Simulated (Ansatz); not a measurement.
# NaMg2Cl5: the cost of one run

All numbers below are computed with Ansatz 0.2.0 (DFT PBE, scalar-relativistic, plane waves, PAW).

## (1) The starting structure

The cell holds 24 atoms (Cl15Mg6Na3): a = 8.493 Å, b = 8.385 Å, c = 8.438 Å, α = 89.37°, β = 86.00°, γ = 91.90°.

3 Na, 15 Cl, 6 Mg were thrown into a skewed cell at random, at 0.96 times a reference volume of the solid, and pushed apart as soft spheres.

Its coordinates follow in the input file.

## (2) Stage at 1600 K

The cutoff is lowered while the worst contacts of the packing are taken out. One k point, a Fermi-Dirac width of 0.138 eV and a fixed cell.

input.yaml

```yaml
crystal:
  lattice:
    - [8.486763, -0.140951, 0.295877]
    - [-0.140951, 8.383447, 0.04842]
    - [0.295877, 0.04842, 8.4326]
  atoms:
    - { symbol: Na, position: [0.5785752236, 0.4140487774, 0.8104119643] }
    - { symbol: Na, position: [0.0078680402, 0.4359799286, 0.7524993611] }
    - { symbol: Na, position: [0.9716669406, 0.8510623219, 0.8600611192] }
    - { symbol: Cl, position: [0.9620639057, 0.1167614533, 0.7051418638] }
    - { symbol: Cl, position: [0.149630705, 0.6499549172, 0.4027111321] }
    - { symbol: Cl, position: [0.7138527249, 0.9495835762, 0.2931073998] }
    - { symbol: Cl, position: [0.3821512809, 0.8185963644, 0.2081276302] }
    - { symbol: Cl, position: [0.6246557135, 0.0513727883, 0.9628459087] }
    - { symbol: Cl, position: [0.5778148767, 0.4905707427, 0.1214078472] }
    - { symbol: Cl, position: [0.2432750225, 0.3197649088, 0.5573876916] }
    - { symbol: Cl, position: [0.0528366137, 0.9380567824, 0.1573828261] }
    - { symbol: Cl, position: [0.5906505749, 0.2336258677, 0.4504286825] }
    - { symbol: Cl, position: [0.3637370191, 0.6469333675, 0.8005417226] }
    - { symbol: Cl, position: [0.3349540131, 0.194006013, 0.247657222] }
    - { symbol: Cl, position: [0.7848929181, 0.7729903217, 0.6256922058] }
    - { symbol: Cl, position: [0.947729309, 0.1966051394, 0.3537482908] }
    - { symbol: Cl, position: [0.0959302235, 0.2393128511, 0.992540141] }
    - { symbol: Cl, position: [0.2724577234, 0.976135887, 0.8243490357] }
    - { symbol: Mg, position: [0.5419387616, 0.885256452, 0.6867278867] }
    - { symbol: Mg, position: [0.3378368747, 0.0643963614, 0.4934466621] }
    - { symbol: Mg, position: [0.7972354381, 0.6823057711, 0.154951452] }
    - { symbol: Mg, position: [0.4496087442, 0.5468718081, 0.4967741667] }
    - { symbol: Mg, position: [0.8552247192, 0.3679125177, 0.1123219606] }
    - { symbol: Mg, position: [0.2963579108, 0.5541935202, 0.1852679469] }
  symmetry: { detect: false }
basis:
  ecutwfc: 320
  xc_grid: 1
kpoints:
  mp_grid: { grid: [1, 1, 1], shift: [0.0, 0.0, 0.0] }
hamiltonian:
  xc: pbe
scf:
  occupations: { method: fermi_dirac, width: 0.1379 }
  lower_state_search: "off"
  convergence: { dr2_threshold: 1.0e-05 }
output:
  forces: true
  stress: true
md:
  timestep: 3.0
  n_steps: 24
  ensemble: nvt_langevin
  friction: 0.03
  temperature: 1600.0
  initial_velocities: maxwell_boltzmann
  seed: 26634
```

Run with:

```bash
$ ansatz run input.yaml --threads 2 --pin off --max-ram 5120MiB --backend cpu --events-out ev --progress --plain --runs-dir out
```

What time and memory should one allow on 2 threads of Arm Neoverse V1, shared host?

About 46 s, with a peak of 0.46 GiB.
